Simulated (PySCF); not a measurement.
The system is O2CSiFBrH2, in a box.

```
O C Si F Br H
1.0
    13.00000    0.00000    0.00000
     0.00000   13.00000    0.00000
     0.00000    0.00000   13.00000
O C Si F Br H
2 1 1 1 1 2
Cartesian
  6.2134 4.8646 8.1795
  7.1727 6.2361 6.6896
  7.1900 5.3026 7.6516
  5.7302 6.8580 6.1307
  6.1762 7.7259 4.8885
  4.8241 8.1774 7.6152
  8.2200 4.9992 7.8820
  4.8060 5.8103 5.6876
```

Base run:

* Program: PySCF 2.14.0
* Functional: HCTH407
* Potentials or basis: def2-svp (all-electron)
* k mesh: 1 × 1 × 1
* Occupations: fixed
* Spin: no spin polarisation

Its results: gap between the frontier levels 5.40 eV.

Q: The run is repeated on the same cell with these changes: functional from HCTH407 to PBE. What comes out?

A: Gap between the frontier levels 5.31 eV.

Caveats: this is a molecule in a periodic box at the Γ point, so its band gap is the HOMO-LUMO gap; relativity is left out, which matters for the heavier elements; the basis of atomic orbitals isn't converged, which shifts pressures, moduli and gaps.

